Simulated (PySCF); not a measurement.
# H4NiO4 ([Ni(OH)4]2-): the cost of one run

Computed with PySCF 2.14.0 and routines of our own; the level stands in each step. Atoms count from 0.

## Step 1: The system as given

9 atoms, charge -2, states of the metal's open shell are computed; geometry from: model geometry, bond lengths from ionic radii.

## Step 2: Ligand-field states: state-averaged CASSCF in water

The job: settings as JSON, then the geometry in Å.

```
{"job": {"kind": "lf", "basis": {"metal": "x2c-TZVPall", "ligand": "x2c-SVPall"}, "nevpt": true, "solvent": "water"}, "charge": -2, "metal": "Ni", "open_shell": "d8"}
Ni     0.000000     0.000000     0.000000
O      1.096965     1.096965     1.096966
H      0.843049     1.974420     1.408735
O     -1.096965    -1.096965     1.096966
H     -0.843049    -1.974420     1.408735
O     -1.096965     1.096965    -1.096966
H     -1.974420     0.843049    -1.408735
O      1.096965    -1.096965    -1.096966
H      1.974420    -0.843049    -1.408735
```

With the program's defaults for keys left out, this is: state-averaged CASSCF of the metal d shell, SC-NEVPT2 on the averaged canonical orbitals, state-interaction spin-orbit coupling.

On the command line:

```bash
$ OMP_NUM_THREADS=1 python lf_run.py task.json out
```

This one command runs all jobs of the session in turn.

**Question.** How long does this first job take on 1 thread of Arm Neoverse V2, shared host, and how much memory does it need?

About 5.4 s, with a peak of 0.32 GiB.
